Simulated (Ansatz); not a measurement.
# AlClH5OP: the cost of one run

All numbers below are computed with Ansatz 0.2.0 (RKS PBE0/def2-SVP).

### 1 The starting structure

Bond lengths: Al1–Cl2 2.580 Å, Al1–H3 1.560 Å, Al1–O4 1.780 Å, O4–H5 1.010 Å, Al1–P6 2.580 Å, P6–H7 1.420 Å, P6–H8 1.420 Å, Cl2–H9 1.544 Å, P6–H9 1.607 Å. Angles (14 of 15 angles, heavy atoms first): Cl2–Al1–O4 120.0°, Cl2–Al1–P6 71.6°, O4–Al1–P6 92.8°, Al1–Cl2–H9 71.1°, Cl2–Al1–H3 120.0°, H3–Al1–O4 120.0°, H3–Al1–P6 105.4°, Al1–O4–H5 109.5°, Al1–P6–H7 109.5°, Al1–P6–H8 109.5°, Al1–P6–H9 70.5°, Cl2–H9–P6 146.8°, H7–P6–H8 109.4°, H7–P6–H9 115.3°.

Coordinates:

```xyz
9

Al    0.0000    0.0000    0.0000
Cl    0.0000    0.0000    2.5800
H     1.3510    0.0000   -0.7800
O    -1.5415    0.0000   -0.8900
H    -2.0512   -0.8467   -0.6815
P    -0.3227    2.4270    0.8135
H    -1.6424    2.8563    0.5127
H    -0.1141    2.4883    2.2168
H    -0.1925    1.4481    2.0809
```

### 2 Pulling towards end A

Springs on the bonds that form and break draw the guess towards this end; the thresholds are loose.

input.yaml

```yaml
crystal:
  periodic: [false, false, false]
  atoms:
    - { symbol: Al, position_ang: [0.0, 0.0, 0.0] }
    - { symbol: Cl, position_ang: [0.0, 0.0, 2.58] }
    - { symbol: H, position_ang: [1.351, 0.0, -0.78] }
    - { symbol: O, position_ang: [-1.5415, 0.0, -0.89] }
    - { symbol: H, position_ang: [-2.0512, -0.8467, -0.6815] }
    - { symbol: P, position_ang: [-0.3227, 2.427, 0.8135] }
    - { symbol: H, position_ang: [-1.6424, 2.8563, 0.5127] }
    - { symbol: H, position_ang: [-0.1141, 2.4883, 2.2168] }
    - { symbol: H, position_ang: [-0.1925, 1.4481, 2.0809] }
basis:
  gaussian: { orbitals: def2-SVP }
hamiltonian:
  xc: pbe0
relax:
  f_tol: 0.15
  max_steps: 25
  restrain:
    - { distance: [0, 5], at: 3.48, k: 30.0 }
    - { distance: [8, 1], at: 2.57, k: 30.0 }
    - { distance: [0, 1], at: 2.23, k: 30.0 }
    - { distance: [8, 5], at: 1.42, k: 30.0 }
```

Launch:

```sh
$ ansatz run input.yaml --threads 2 --pin off --max-ram 3072MiB --backend cpu --events-out ev --progress --plain --runs-dir out
```

What time and memory should one allow on 2 threads of Arm Neoverse V1, shared host?

About 26 s, with a peak of 0.19 GiB.
